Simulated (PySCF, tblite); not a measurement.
# C₄H₇F₃S₂Si: geometry, infrared bands and NMR shifts

Aim: predict the infrared bands and NMR shifts of C₄H₇F₃S₂Si (`CS[SiH2]S/C=C\C(F)(F)F`).

The runs use tblite 0.8.0 and PySCF 2.14.0, with density-fitted response routines of our own; the level of theory stands in each step. All values are computed, except where a source is named. Atoms count from 0, in the outputs and in this text.

## Step 1: The molecule as given

17 atoms, charge 0, multiplicity 1; geometry from: force field or distance geometry start.

Bonds of the start (Å): C0–S1 1.80, S1–Si2 2.12, Si2–S3 2.15, S3–C4 1.79, C4–C5 1.35, C5–C6 1.48, C6–F7 1.39, C6–F8 1.38, C6–F9 1.39, C0–H10 1.12, C0–H11 1.11, C0–H12 1.12, Si2–H13 1.47, Si2–H14 1.48, C4–H15 1.08, C5–H16 1.09.

## Step 2: Optimising the geometry with GFN2-xTB

Job settings and geometry (Å):

```
{"job": {"kind": "relax", "xc": "GFN2-xTB", "basis": "xTB"}, "charge": 0, "multiplicity": 1}
C      3.876900    -0.658300     0.004700
S      2.951200     0.317900     1.203400
Si     1.321900     1.391600     0.378800
S     -0.587600     0.637900     1.031000
C     -1.352200    -0.453000    -0.158400
C     -2.641400    -0.263200    -0.511700
C     -3.447200     0.829800     0.083800
F     -3.310800     1.930000    -0.754400
F     -3.039400     1.155700     1.357100
F     -4.772500     0.401800     0.154000
H      3.114600    -1.182700    -0.624700
H      4.509700    -0.057600    -0.674600
H      4.469100    -1.452400     0.536100
H      1.347800     1.450900    -1.086100
H      1.403000     2.783700     0.881700
H     -0.748400    -1.242000    -0.581300
H     -3.101700    -0.928700    -1.249300
```

The run is started by

```console
OMP_NUM_THREADS=1 python probes_run.py task.json out
```

One launch serves the whole session: the jobs run in the order shown.

**Question.** This job is followed by: GFN2-xTB harmonic vibrations, gas phase; GIAO PBE0/pcSseg-1 NMR shielding, non-relativistic, gas phase. What will the session give for the following? strongest single infrared mode (GFN2-xTB); zero-point energy (GFN2-xTB); ¹³C shifts against TMS (PBE0/pcSseg-1); ¹H shifts against TMS (PBE0/pcSseg-1, means over atoms taken as alike); ³³S shifts against CS2 (PBE0/pcSseg-1); ²⁹Si shifts against TMS (PBE0/pcSseg-1); ¹⁹F shifts against CFCl3 (PBE0/pcSseg-1, means over atoms taken as alike).

**Answer**, as computed:

```
                                                                 quantity                          value
                                strongest single infrared mode (GFN2-xTB)           679 cm⁻¹, 513 km/mol
                                             zero-point energy (GFN2-xTB)                  64.0 kcal/mol
                                   ¹³C shifts against TMS (PBE0/pcSseg-1)  142.9, 132.1, 126.4, 11.9 ppm
   ¹H shifts against TMS (PBE0/pcSseg-1, means over atoms taken as alike)     6.70, 6.05, 5.49, 2.17 ppm
                                   ³³S shifts against CS2 (PBE0/pcSseg-1)                  -75, -222 ppm
                                  ²⁹Si shifts against TMS (PBE0/pcSseg-1)                       -8.5 ppm
¹⁹F shifts against CFCl3 (PBE0/pcSseg-1, means over atoms taken as alike)                      -76.2 ppm
```

Relaxing lowered the energy by 0.996 eV in 169 steps; the close pair that moved most is C6–F9, from 1.394 to 1.343 Å. No mode is imaginary among the 45: a minimum at this level. The strongest single mode, at 679 cm⁻¹, moves mainly H13 and H14. Unscaled tight-binding wavenumbers are off by several per cent, some by more. Its intensities can rank the bands wrongly. At PBE0/pcSseg-1: The largest span, 375 ppm, is at S3, where the paramagnetic term is -481 ppm.
